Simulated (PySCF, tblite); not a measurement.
# C₅H₁₀BF: geometry, infrared bands and NMR shifts

What infrared bands and NMR shifts should C₅H₁₀BF (`FB1CCCCC1`) show?

Programs: tblite 0.8.0 and PySCF 2.14.0, with density-fitted response routines of our own. Each step states its level of theory. These are calculated values for one molecule in the gas phase, unless marked as measured. Atoms are numbered from 0 throughout.

**1. Starting geometry**

17 atoms, charge 0, multiplicity 1; geometry from: force field or distance geometry start.

Bonds of the start (Å): F0–B1 1.46, B1–C2 1.58, C2–C3 1.50, C3–C4 1.50, C4–C5 1.50, C5–C6 1.51, C6–B1 1.60, C2–H7 1.11, C2–H8 1.11, C3–H9 1.11, C3–H10 1.13, C4–H11 1.12, C4–H12 1.11, C5–H13 1.13, C5–H14 1.10, C6–H15 1.11, C6–H16 1.11.

**2. Relaxing the molecule with GFN2-xTB**

The job: settings as JSON, then the geometry in Å.

```
{"job": {"kind": "relax", "xc": "GFN2-xTB", "basis": "xTB"}, "charge": 0, "multiplicity": 1}
F      0.124000     1.134800     2.026700
B      0.326100     1.364900     0.594900
C     -0.974700     1.192300    -0.288600
C     -1.422800    -0.215600    -0.037700
C     -0.298700    -1.187000     0.196600
C      1.006500    -0.804800    -0.425800
C      1.558300     0.528600     0.007000
H     -0.667000     1.235400    -1.357600
H     -1.751800     1.939000    -0.035400
H     -2.119000    -0.539200    -0.840900
H     -2.027600    -0.222900     0.913400
H     -0.618400    -2.146300    -0.296200
H     -0.140700    -1.407400     1.275500
H      1.761000    -1.566000    -0.075200
H      0.960000    -0.796000    -1.522400
H      2.376000     0.415800     0.746600
H      1.901900     1.086200    -0.890900
```

On the command line:

```
$ OMP_NUM_THREADS=1 python probes_run.py task.json out
```

The driver reads the jobs from task.json and runs them one after another.

**Question.** This job is followed by: GFN2-xTB harmonic vibrations, gas phase; GIAO PBE0/pcSseg-1 NMR shielding, non-relativistic, gas phase. Predict these results of the whole session: strongest single infrared mode (GFN2-xTB); zero-point energy (GFN2-xTB); 13C shifts against TMS (PBE0/pcSseg-1, means over atoms taken as alike); 1H shifts against TMS (PBE0/pcSseg-1, means over atoms taken as alike); 19F shifts against CFCl3 (PBE0/pcSseg-1); 11B shifts against BF3·OEt2 (PBE0/pcSseg-1); surface potential, 1st and 99th percentile.

**Answer**, as computed:

```
                                                               quantity                  value
                              strongest single infrared mode (GFN2-xTB)  1327 cm⁻¹, 180 km/mol
                                           zero-point energy (GFN2-xTB)          91.0 kcal/mol
13C shifts against TMS (PBE0/pcSseg-1, means over atoms taken as alike)   31.2, 28.7, 21.9 ppm
 1H shifts against TMS (PBE0/pcSseg-1, means over atoms taken as alike)   1.71, 1.47, 0.98 ppm
                               19F shifts against CFCl3 (PBE0/pcSseg-1)              -13.1 ppm
                            11B shifts against BF3·OEt2 (PBE0/pcSseg-1)               60.9 ppm
                                  surface potential, 1st and 99th percentile     -0.94 V and 1.17 V
```

**Reading.** The optimisation took 118 steps and gained 1.347 eV; among the close pairs (by a distance rule), F0–B1 changed most, from 1.464 to 1.327 Å. All 45 modes are real, so the xTB geometry is a minimum. The strongest single mode, at 1327 cm⁻¹, has its largest shares on B1, C6 and C2 (the list is cut at 3 atoms). GFN2-xTB is a fitted tight-binding method: band positions and strengths are rough. Its intensities can rank the bands wrongly. At PBE0/pcSseg-1: The widest tensor belongs to F0: span 445 ppm, with a paramagnetic part of -280 ppm.
